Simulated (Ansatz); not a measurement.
**C₁₂H₁₀: basis-set convergence**

Aim: see how fast density functionals converge with the basis set for C₁₂H₁₀.

The runs use Ansatz 0.2.0, Gaussian basis; one geometry, several basis sets.

The runs, in order: PBE0-D4/def2-SVP; ωB97M-V/def2-SVP; PBE0-D4/def2-QZVPP; ωB97M-V/def2-QZVPP; the functionals' def2-TZVPP values are taken from earlier runs.

## Step 1: The geometry

The geometry comes from an earlier relaxation with PBE0-D4 in a triple-zeta def2 set; it is a stationary point, not always the lowest conformer.

SMILES `c1cc2c3c(cccc3c1)CC2`, 22 atoms, charge 0, spin multiplicity 1.

Atoms are counted from 1 here; the program's logs count them from 0.

Bond lengths: C1–C2 1.414 Å, C1–C10 1.374 Å, C1–H13 1.085 Å, C2–C3 1.368 Å, C2–H14 1.085 Å, C3–C4 1.403 Å, C3–C12 1.506 Å, C4–C5 1.403 Å, C4–C9 1.404 Å, C5–C6 1.368 Å, C5–C11 1.506 Å, C6–C7 1.414 Å, C6–H15 1.085 Å, C7–C8 1.374 Å, C7–H16 1.085 Å, C8–C9 1.413 Å, C8–H17 1.085 Å, C9–C10 1.413 Å and more. Angles: C2–C1–C10 122.5°, C2–C1–H13 118.5°, C10–C1–H13 119.0°, C1–C2–C3 118.7°, C1–C2–H14 119.6°, C3–C2–H14 121.7°, C2–C3–C4 118.7°, C2–C3–C12 132.5°, C4–C3–C12 108.8°, C3–C4–C5 112.5°, C3–C4–C9 123.8°, C5–C4–C9 123.8°, C4–C5–C6 118.7°, C4–C5–C11 108.8°, C6–C5–C11 132.5°, C5–C6–C7 118.7°, C5–C6–H15 121.7°, C7–C6–H15 119.6° and more.

## Step 2: PBE0-D4 in def2-SVP

Contents of in.yaml:

```yaml
crystal:
  periodic: [false, false, false]
  atoms:
    - {symbol: C, position_ang: [1.098281, -2.489909, 0.349302]}
    - {symbol: C, position_ang: [1.841653, -1.480002, -0.304571]}
    - {symbol: C, position_ang: [1.272851, -0.246115, -0.467259]}
    - {symbol: C, position_ang: [-0.024652, -0.031871, 0.021143]}
    - {symbol: C, position_ang: [-0.477095, 1.274849, -0.214933]}
    - {symbol: C, position_ang: [-1.730418, 1.623805, 0.209202]}
    - {symbol: C, position_ang: [-2.519254, 0.652915, 0.868879]}
    - {symbol: C, position_ang: [-2.074705, -0.626384, 1.099797]}
    - {symbol: C, position_ang: [-0.785121, -1.014985, 0.673091]}
    - {symbol: C, position_ang: [-0.172566, -2.278822, 0.826735]}
    - {symbol: C, position_ang: [0.604380, 2.040697, -0.931340]}
    - {symbol: C, position_ang: [1.768330, 1.026681, -1.102744]}
    - {symbol: H, position_ang: [1.552012, -3.466809, 0.476680]}
    - {symbol: H, position_ang: [2.841697, -1.698262, -0.663417]}
    - {symbol: H, position_ang: [-2.128321, 2.620498, 0.051812]}
    - {symbol: H, position_ang: [-3.512224, 0.932702, 1.203783]}
    - {symbol: H, position_ang: [-2.712176, -1.340561, 1.609864]}
    - {symbol: H, position_ang: [-0.708252, -3.081282, 1.322402]}
    - {symbol: H, position_ang: [0.916699, 2.915665, -0.354921]}
    - {symbol: H, position_ang: [0.252149, 2.414533, -1.896443]}
    - {symbol: H, position_ang: [2.683308, 1.380354, -0.620069]}
    - {symbol: H, position_ang: [2.013415, 0.872303, -2.157008]}
basis:
  gaussian: {orbitals: def2-SVP}
hamiltonian: {xc: pbe0, dispersion: d4}
output: {orbitals: {seedname: orbitals}}
```

Started as:

```
$ ansatz run in.yaml --threads 4 --pin off --events-out ev --progress --plain --max-ram 66560MiB --backend cpu
```

Further steps of the session: ωB97M-V in def2-SVP; PBE0-D4 in def2-QZVPP; ωB97M-V in def2-QZVPP.

Before running them: what should the planned runs give, taken together? Wanted: PBE0-D4: double and triple zeta above quadruple; ωB97M-V: double and triple zeta above quadruple.

As calculated:

| quantity | value |
| --- | --- |
| PBE0-D4: double and triple zeta above quadruple | 13.77, 0.63 eV |
| ωB97M-V: double and triple zeta above quadruple | 14.27, 0.58 eV |

For PBE0-D4 the step from double to triple zeta gains 13.14 eV and the next only 0.63 eV. Total energies overstate the basis error of differences, where much of it tends to cancel.
